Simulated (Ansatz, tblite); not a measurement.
# C9H22O3Si: rung by rung

An exercise on one series of results from a longer session: the logs are not shown, and one member is left open.

Program: Ansatz 0.2.0, Gaussian basis. Level of theory: as each input shows. These are calculated values, not measurements.

The runs, in order: GFN1-xTB, GFN2-xTB, PBE-D4/def2-TZVP, r2SCAN-D4/def2-TZVP, PBE-D4/def2-SVP, PBE0-D4/def2-SVP, HF/STO-3G, HF/6-31G, B3LYP-D4/6-31G, MP2/def2-SVP.

4 further runs of the same task are left out: 4 that didn't finish. Runs told in other sessions of the task aren't counted.

### The structure

The singlet was relaxed beforehand with PBE-D4/def2-SVP.

SMILES `CCCCCC[Si](OC)(OC)OC`, 35 atoms, charge 0, spin multiplicity 1.

Bond lengths: C1–C2 1.529 Å, C1–H14 1.109 Å, C1–H15 1.111 Å, C1–H16 1.111 Å, C2–C3 1.533 Å, C2–H17 1.112 Å, C2–H18 1.114 Å, C3–C4 1.536 Å, C3–H19 1.113 Å, C3–H20 1.114 Å, C4–C5 1.537 Å, C4–H21 1.113 Å, C4–H22 1.113 Å, C5–C6 1.539 Å, C5–H23 1.111 Å, C5–H24 1.111 Å, C6–Si7 1.869 Å, C6–H25 1.113 Å and more. Angles: C2–C1–H14 111.9°, C2–C1–H15 111.4°, C2–C1–H16 111.3°, H14–C1–H15 107.5°, H14–C1–H16 107.4°, H15–C1–H16 107.1°, C1–C2–C3 113.2°, C1–C2–H17 109.3°, C1–C2–H18 109.7°, C3–C2–H17 109.7°, C3–C2–H18 109.1°, H17–C2–H18 105.5°, C2–C3–C4 114.8°, C2–C3–H19 109.0°, C2–C3–H20 109.0°, C4–C3–H19 108.7°, C4–C3–H20 109.8°, H19–C3–H20 105.1° and more.

PBE0-D4/def2-TZVP was run before; its log isn't repeated, and its numbers join the tables.

The first run:

Tight binding, by tblite at 300 K electronic temperature and without a spin-polarisation term:

```python
tblite.interface.Calculator('GFN1-xTB', numbers, positions, charge=0, uhf=0).singlepoint()
```

Tight binding, by tblite at 300 K electronic temperature and without a spin-polarisation term:

```python
tblite.interface.Calculator('GFN2-xTB', numbers, positions, charge=0, uhf=0).singlepoint()
```

start.molden holds the orbitals of an earlier run on this state, given as this run's starting guess.

Contents of in.yaml:

```yaml
crystal:
  periodic: [false, false, false]
  atoms:
    - {symbol: C, position_ang: [4.469150, -0.383209, -0.343082]}
    - {symbol: C, position_ang: [3.273671, 0.533375, -0.078623]}
    - {symbol: C, position_ang: [2.574151, 0.997905, -1.361553]}
    - {symbol: C, position_ang: [1.421617, 1.989165, -1.142707]}
    - {symbol: C, position_ang: [0.288133, 1.491385, -0.232420]}
    - {symbol: C, position_ang: [-0.408894, 0.209444, -0.721197]}
    - {symbol: Si, position_ang: [-1.755175, -0.377821, 0.434102]}
    - {symbol: O, position_ang: [-2.954915, 0.746456, 0.722407]}
    - {symbol: C, position_ang: [-4.081571, 0.985147, -0.097822]}
    - {symbol: O, position_ang: [-2.569037, -1.726689, -0.147849]}
    - {symbol: C, position_ang: [-1.945718, -2.928813, -0.550440]}
    - {symbol: O, position_ang: [-1.000660, -0.665680, 1.895234]}
    - {symbol: C, position_ang: [-1.691380, -0.922578, 3.106351]}
    - {symbol: H, position_ang: [4.955651, -0.709358, 0.598663]}
    - {symbol: H, position_ang: [5.240764, 0.124577, -0.959710]}
    - {symbol: H, position_ang: [4.161554, -1.297838, -0.892965]}
    - {symbol: H, position_ang: [2.545295, 0.007963, 0.577469]}
    - {symbol: H, position_ang: [3.604611, 1.425721, 0.499470]}
    - {symbol: H, position_ang: [3.325675, 1.467967, -2.034312]}
    - {symbol: H, position_ang: [2.205094, 0.105649, -1.916734]}
    - {symbol: H, position_ang: [1.831459, 2.929750, -0.711357]}
    - {symbol: H, position_ang: [0.996848, 2.269667, -2.132491]}
    - {symbol: H, position_ang: [0.674869, 1.318655, 0.794732]}
    - {symbol: H, position_ang: [-0.470399, 2.296476, -0.125898]}
    - {symbol: H, position_ang: [-0.848063, 0.358536, -1.733356]}
    - {symbol: H, position_ang: [0.324173, -0.620421, -0.830420]}
    - {symbol: H, position_ang: [-3.825843, 1.627662, -0.972166]}
    - {symbol: H, position_ang: [-4.851878, 1.518189, 0.498109]}
    - {symbol: H, position_ang: [-4.525423, 0.040159, -0.481194]}
    - {symbol: H, position_ang: [-2.730171, -3.678923, -0.783131]}
    - {symbol: H, position_ang: [-1.292373, -3.353418, 0.246136]}
    - {symbol: H, position_ang: [-1.323154, -2.796244, -1.466038]}
    - {symbol: H, position_ang: [-2.477167, -0.159684, 3.300652]}
    - {symbol: H, position_ang: [-0.961875, -0.899106, 3.942228]}
    - {symbol: H, position_ang: [-2.179032, -1.924057, 3.099913]}
basis:
  gaussian: {orbitals: def2-TZVP, initial_orbitals: start.molden}
hamiltonian: {xc: pbe, dispersion: d4}
scf: {omitted_lower_state_checks: [starts]}
output: {orbitals: {seedname: orbitals}}
```

Command:

```bash
$ ansatz run in.yaml --threads 4 --pin off --events-out ev --progress --plain --max-ram 6963MiB
```

Among the steps run: PBE-D4/def2-TZVP; r2SCAN-D4/def2-TZVP; PBE-D4/def2-SVP; PBE0-D4/def2-SVP; HF/STO-3G; HF/6-31G; B3LYP-D4/6-31G; MP2/def2-SVP.

One table of the session follows, with a row left open; its other results are not shown here.

It belongs to the step «Binding energy». 

```
              level  binding an atom (eV)
          HF/STO-3G                 3.727
           HF/6-31G                 2.881
        HF/def2-SVP                 3.142
    PBE-D4/def2-SVP                 4.273
   PBE-D4/def2-TZVP                     ?
r2SCAN-D4/def2-TZVP                 4.176
     B3LYP-D4/6-31G                 4.022
   PBE0-D4/def2-SVP                 4.213
  PBE0-D4/def2-TZVP                 4.182
       MP2/def2-SVP                 4.027
```

**Question.** Estimate the row for PBE-D4/def2-TZVP.

**Answer.** binding an atom (eV): 4.243. In the column «binding an atom (eV)» it lies between PBE0-D4/def2-SVP (4.213) and PBE-D4/def2-SVP (4.273).

To keep in mind: Free atoms were run apart at each level; binding is atoms less cluster, divided by the number of atoms, without zero-point or spin-orbit terms.
